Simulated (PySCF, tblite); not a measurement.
**C₈H₁₇P: geometry, infrared bands and NMR shifts**

What infrared bands and NMR shifts should C₈H₁₇P (`C=CP(CC)CCCC`) show?

The runs use tblite 0.8.0 and PySCF 2.14.0, with density-fitted response routines of our own; the level of theory stands in each step. All values are computed, except where a source is named. Atoms count from 0, in the outputs and in this text.

## Step 1: Starting geometry

26 atoms, charge 0, multiplicity 1; geometry from: force field or distance geometry start.

Bonds of the start (Å): C0–C1 1.34, C1–P2 1.84, P2–C3 1.87, C3–C4 1.50, P2–C5 1.86, C5–C6 1.50, C6–C7 1.53, C7–C8 1.52, C0–H9 1.09, C0–H10 1.11, C1–H11 1.09, C3–H12 1.13, C3–H13 1.12, C4–H14 1.11, C4–H15 1.11, C4–H16 1.10, C5–H17 1.08, C5–H18 1.12, C6–H19 1.13, C6–H20 1.09, C7–H21 1.11, C7–H22 1.11, C8–H23 1.11, C8–H24 1.13, C8–H25 1.11.

## Step 2: Geometry optimisation with GFN2-xTB

The job: settings as JSON, then the geometry in Å.

```
{"job": {"kind": "relax", "xc": "GFN2-xTB", "basis": "xTB"}, "charge": 0, "multiplicity": 1}
C     -1.887000    -3.061900    -0.390900
C     -1.352000    -1.941800    -0.889500
P     -0.828700    -0.539600     0.177900
C     -2.406700     0.368800     0.603700
C     -2.411900     1.783400     0.110500
C      0.214400     0.686800    -0.744200
C      1.677400     0.377700    -0.662800
C      2.161500     0.378900     0.792100
C      3.644300     0.054800     0.905800
H     -2.085200    -3.212400     0.675200
H     -2.156200    -3.828300    -1.140700
H     -1.197700    -1.877700    -1.968900
H     -2.576500     0.283900     1.714200
H     -3.267100    -0.161800     0.128100
H     -3.473600     2.046000    -0.097900
H     -1.887300     1.879000    -0.860500
H     -2.004900     2.500000     0.834100
H     -0.075400     0.682900    -1.789100
H      0.071800     1.704500    -0.304100
H      2.230200     1.245200    -1.119200
H      1.973700    -0.532100    -1.189700
H      2.066900     1.439000     1.122100
H      1.547700    -0.263700     1.458900
H      4.005700     0.005800    -0.140700
H      4.194800     0.906200     1.403900
H      3.800600    -0.901000     1.444800
```

Run with:

```
> OMP_NUM_THREADS=1 python probes_run.py task.json out
```

The driver reads the jobs from task.json and runs them one after another.

**Question.** This job is followed by: GFN2-xTB harmonic vibrations, gas phase; GIAO PBE0/pcSseg-1 NMR shielding, non-relativistic, gas phase. What will the session give for the following? strongest single infrared mode (GFN2-xTB); zero-point energy (GFN2-xTB); 13C shifts against TMS (PBE0/pcSseg-1); 1H shifts against TMS (PBE0/pcSseg-1, means over atoms taken as alike); 31P shifts against H3PO4 (PBE0/pcSseg-1).

**Answer**, as computed:

```
                                                              quantity                                                     value
                             strongest single infrared mode (GFN2-xTB)                                      2962 cm⁻¹, 59 km/mol
                                          zero-point energy (GFN2-xTB)                                            143.1 kcal/mol
                                13C shifts against TMS (PBE0/pcSseg-1)      153.8, 139.1, 36.5, 31.6, 30.9, 27.8, 17.0, 12.7 ppm
1H shifts against TMS (PBE0/pcSseg-1, means over atoms taken as alike)  6.34, 6.27, 6.19, 1.55, 1.54, 1.45, 1.43, 1.15, 0.96 ppm
                              31P shifts against H3PO4 (PBE0/pcSseg-1)                                                 -49.4 ppm
```

Relaxing lowered the energy by 1.184 eV in 213 steps; the close pair that moved most is C8–H24, from 1.130 to 1.087 Å. All 72 modes are real, so the xTB geometry is a minimum. Unscaled tight-binding wavenumbers are off by several per cent, some by more. Its intensities can rank the bands wrongly. C1 (alkene CH) lies farthest downfield among carbon, at 153.8 ppm; the olefinic region. The most deshielded hydrogen is H11 (hydrogen on an alkene CH), at 6.34 ppm: olefinic region.
